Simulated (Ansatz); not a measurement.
# AlGeH₅: a ladder of functionals and wavefunction methods

How much do the methods differ for AlGeH₅? The plan is to run it at one geometry with functionals of several rungs and with coupled cluster, and see how far each lands from CCSD(T) at the basis-set limit for the atomisation energy.

Method: functionals in def2-TZVPP, the program's frozen cores in correlated methods; program: Ansatz 0.2.0, Gaussian basis.

The runs, in order: LDA (SPW92), PBE-D4, revPBE-D4, BLYP-D4, r2SCAN-D4, B97M-V, PBE0-D4, B3LYP-D4, r2SCANh-D4, r2SCAN0-D4, HSE06-D4, BHLYP-D4, CAM-B3LYP-D4, LC-ωPBE, ωB97X-V, ωB97M-V, B2PLYP, PBE-QIDH; CCSD(T)/def2-SVP; CCSD(T)/def2-TZVPP; CCSD(T)/def2-QZVPP; extrapolation to the limit; RPA on PBE.

## Step 1: Structure used throughout

The geometry comes from an earlier relaxation with PBE0-D4 in a triple-zeta def2 set; it is a stationary point, not always the lowest conformer.

SMILES `[AlH2][GeH3]`, 7 atoms, charge 0, spin multiplicity 1.

Atoms are counted from 1 here; the program's logs count them from 0.

Bond lengths: Al1–Ge2 2.477 Å, Al1–H3 1.588 Å, Al1–H4 1.588 Å, Ge2–H5 1.541 Å, Ge2–H6 1.544 Å, Ge2–H7 1.541 Å. Angles: Ge2–Al1–H3 120.3°, Ge2–Al1–H4 120.3°, H3–Al1–H4 119.4°, Al1–Ge2–H5 113.2°, Al1–Ge2–H6 110.3°, Al1–Ge2–H7 113.1°, H5–Ge2–H6 106.3°, H5–Ge2–H7 107.2°, H6–Ge2–H7 106.3°.

## Step 2: LDA

This LDA is Slater exchange with PW92 correlation.

File in.yaml:

```yaml
crystal:
  periodic: [false, false, false]
  atoms:
    - {symbol: Al, position_ang: [-0.310022, -1.404222, 0.123795]}
    - {symbol: Ge, position_ang: [0.252854, 0.995624, -0.122784]}
    - {symbol: H, position_ang: [0.625164, -2.362328, 0.977121]}
    - {symbol: H, position_ang: [-1.622518, -1.993341, -0.547749]}
    - {symbol: H, position_ang: [-0.281015, 1.612459, -1.430138]}
    - {symbol: H, position_ang: [-0.371619, 1.813381, 1.028708]}
    - {symbol: H, position_ang: [1.768456, 1.270328, -0.074553]}
basis:
  gaussian: {orbitals: def2-TZVPP}
hamiltonian: {xc: lda}
output: {orbitals: {seedname: orbitals}}
```

Command:

```console
$ ansatz run in.yaml --threads 2 --pin off --events-out ev --progress --plain --max-ram 32768MiB --backend cpu
```

Further steps of the session: PBE-D4 (GGA); revPBE-D4 (GGA); BLYP-D4 (GGA); r2SCAN-D4 (meta-GGA); B97M-V (meta-GGA); PBE0-D4 (hybrid); B3LYP-D4 (hybrid); r2SCANh-D4 (hybrid); r2SCAN0-D4 (hybrid); HSE06-D4 (hybrid); BHLYP-D4 (hybrid); CAM-B3LYP-D4 (range-separated); LC-ωPBE (range-separated); ωB97X-V (range-separated); ωB97M-V (range-separated); B2PLYP (double hybrid); PBE-QIDH (double hybrid); CCSD(T) in def2-SVP; CCSD(T) in def2-TZVPP; CCSD(T) in def2-QZVPP; RPA on PBE orbitals.

**Question.** What will the summary of the whole plan be? Wanted: atomisation energy, CCSD(T)/CBS; farthest beyond LDA; mean size of error, GGA; mean size of error, meta-GGA; mean size of error, hybrid; mean size of error, range-separated; mean size of error, double hybrid; gap, smallest and largest; T1 diagnostic.

The runs gave:

| quantity | value |
| --- | --- |
| atomisation energy, CCSD(T)/CBS | 17.625 eV |
| functionals within 0.176 eV (1.0 %) | r2SCAN-D4, r2SCANh-D4, CAM-B3LYP-D4, ωB97X-V |
| farthest beyond LDA | revPBE-D4 (-0.803 eV) |
| mean size of error, GGA | 0.638 eV |
| mean size of error, meta-GGA | 0.227 eV |
| mean size of error, hybrid | 0.321 eV |
| mean size of error, range-separated | 0.202 eV |
| mean size of error, double hybrid | 0.421 eV |
| gap, smallest and largest | 3.58 eV (LDA (SPW92)), 10.09 eV (LC-ωPBE) |
| T1 diagnostic | 0.0119 |
| triples share of the correlation energy | 2.9 % |

What this shows: The LDA atomisation energy is off by 1.532 eV (9 %): it overbinds. PBE-D4 is off by -0.590 eV. Double hybrids carry the basis error of their MP2 part in triple zeta, and no dispersion term here, so their miss is partly the set-up's. By mean error the best rung here is range-separated (0.202 eV) and the worst beyond LDA is GGA (0.638 eV). The gap between the best rungs is small, so their order is not settled. Misses under about 0.176 eV are within the doubt on the reference itself, which lacks core-valence correlation, relativity and higher excitations, and its outer-core shells are covered unevenly. Hartree-Fock recovers 75 % of the binding; the rest is correlation. CCSD(T) in def2-SVP is off by -1.081 eV, more than most functionals: a good method in a small basis is no reference. The gap grows from 3.6 to 10.1 eV across the functionals, mostly with the share of exact exchange. Correlated methods include outer-core shells of Ge, which these sets cover unevenly.
